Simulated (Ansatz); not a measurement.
# AlBrClFH2O: the cost of one run

All numbers below are computed with Ansatz 0.2.0 (RKS r2SCANh-D4/def2-SVP).

### Step 1. Starting point

Bond lengths: Al1–F2 2.040 Å, Al1–Cl3 2.230 Å, Al1–O4 1.780 Å, O4–H5 1.010 Å, Al1–Br6 2.710 Å, Br6–H7 1.786 Å. Angles: F2–Al1–Cl3 120.0°, F2–Al1–O4 120.0°, F2–Al1–Br6 71.6°, Cl3–Al1–O4 120.0°, Cl3–Al1–Br6 88.6°, O4–Al1–Br6 109.9°, Al1–O4–H5 109.5°, Al1–Br6–H7 57.6°.

Structure file:

```xyz
7

Al    0.0000    0.0000    0.0000
F     0.0000    0.0000    2.0400
Cl    1.9312    0.0000   -1.1150
O    -1.5415    0.0000   -0.8900
H    -2.0512   -0.8467   -0.6815
Br    0.5700   -2.5078    0.8545
H     0.2636   -1.1596    1.9844
```

### Step 2. Pulling towards end A

Springs on the bonds that form and break draw the guess towards this end; the thresholds are loose.

input.yaml reads:

```yaml
crystal:
  periodic: [false, false, false]
  atoms:
    - { symbol: Al, position_ang: [0.0, 0.0, 0.0] }
    - { symbol: F, position_ang: [0.0, 0.0, 2.04] }
    - { symbol: Cl, position_ang: [1.9312, 0.0, -1.115] }
    - { symbol: O, position_ang: [-1.5415, 0.0, -0.89] }
    - { symbol: H, position_ang: [-2.0512, -0.8467, -0.6815] }
    - { symbol: Br, position_ang: [0.57, -2.5078, 0.8545] }
    - { symbol: H, position_ang: [0.2636, -1.1596, 1.9844] }
basis:
  gaussian: { orbitals: def2-SVP }
hamiltonian:
  xc: r2scanh
  dispersion: d4
relax:
  f_tol: 0.15
  max_steps: 25
  restrain:
    - { distance: [0, 5], at: 3.61, k: 30.0 }
    - { distance: [6, 1], at: 2.12, k: 30.0 }
    - { distance: [0, 1], at: 1.69, k: 30.0 }
    - { distance: [6, 5], at: 1.55, k: 30.0 }
```

The run is started by

```console
ansatz run input.yaml --threads 4 --pin off --max-ram 5120MiB --backend cpu --events-out ev --progress --plain --runs-dir out
```

What time and memory should one allow on 4 threads of Arm Neoverse V2, shared host?

About 25 s, with a peak of 0.28 GiB.
